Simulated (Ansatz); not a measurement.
# CH7GeN2, SMILES C[NH][GeH][NH2]: a ladder of methods at one geometry

Program: the Python package of Ansatz (0.2.0).

The cells in order, each with its output:

**Cell 1**
```python
from pathlib import Path
import warnings

import ansatz as az
from ase import Atoms
import numpy as np
```

**Cell 2**
```python
BASIS = "def2-SVP"
```

**Cell 3**
```python
warnings.simplefilter("ignore", az.DeckWarning)
```

**Cell 4**
```python
atoms = Atoms(["C", "N", "Ge", "N", "H", "H", "H", "H", "H", "H", "H"], positions=[
    (-1.2157, 0.6231, 0.6842),
    (-1.1223, -0.7276, 0.1394),
    (0.6818, -1.2019, -0.0163),
    (1.4924, -0.1896, -1.3565),
    (-0.7551, 0.6632, 1.6946),
    (-2.285, 0.9053, 0.7823),
    (-0.7185, 1.3575, 0.0133),
    (-1.5171, -0.7106, -0.8287),
    (1.4096, -0.9667, 1.3321),
    (1.5584, 0.7889, -0.9978),
    (2.4715, -0.5417, -1.4466),
])
molecule = az.Crystal.molecule_from_ase(atoms)
```

**Cell 5**
```python
model = (
    molecule.calculation()
    .basis(gaussian=BASIS)
    .spin("collinear", total=1)
)
```

**Cell 6**
```python
print("functional    E (Ha)        dipole (D)   HOMO (eV)  LUMO (eV)")
for name in ["lda", "lc_wpbe", "b3lyp", "hf", "pbe0"]:
    summary = model.functional(name).forces().orbitals().run(threads=1, runs_dir="runs").report
    lines = Path(summary["orbitals_path"]).read_text().splitlines()
    field_of = lambda key: [line.split("=")[1].strip() for line in lines if line.startswith(key)]
    orbitals = [(27.211386 * float(e), s, float(n)) for e, s, n in zip(field_of("Ene="), field_of("Spin="), field_of("Occup="))]
    homo = max(e for e, _, n in orbitals if n > 0.5)
    lumo = min(e for e, _, n in orbitals if n < 0.5)
    dipole = 4.803205 * np.linalg.norm(summary["charge_distribution"]["dipole_moment_e_ang"])
    print(f"{name:10s} {summary['free_energy_ev'] / 27.211386246:14.6f} {dipole:9.3f} {homo:11.3f} {lumo:10.3f}")
```
Output:
```text
functional    E (Ha)        dipole (D)   HOMO (eV)  LUMO (eV)
lda          -2223.939242     1.843      -4.582     -3.550
lc_wpbe      -2228.045101     1.721      -8.481      0.121
b3lyp        -2228.450571     1.632      -5.520     -2.693
hf           -2225.792215     1.644      -8.770      1.595
pbe0         -2227.966628     1.696      -5.820     -2.273
```

Notes:
- Total energies depend on the basis set; only differences at equal settings carry meaning.
- The geometry is a force-field or estimated start, not a minimum of this method, and the basis set is short of its limit. A lower total doesn't mark the better method: functionals have no common bound, and MP2 and coupled cluster aren't variational.
- The run takes the species as open-shell (spin multiplicity 2), which needn't be its ground state.
- b3lyp holds the VWN-RPA fit, as in Gaussian; the form of ORCA and Turbomole is b3lyp5.
- Levels such as HOMO and LUMO are orbital energies: with these approximate functionals they aren't the ionisation energy and electron affinity, and their gap isn't the fundamental gap.
- The whole script took 29 s on 1 thread of Arm Neoverse V2 (shared host), peak memory 0.41 GiB.
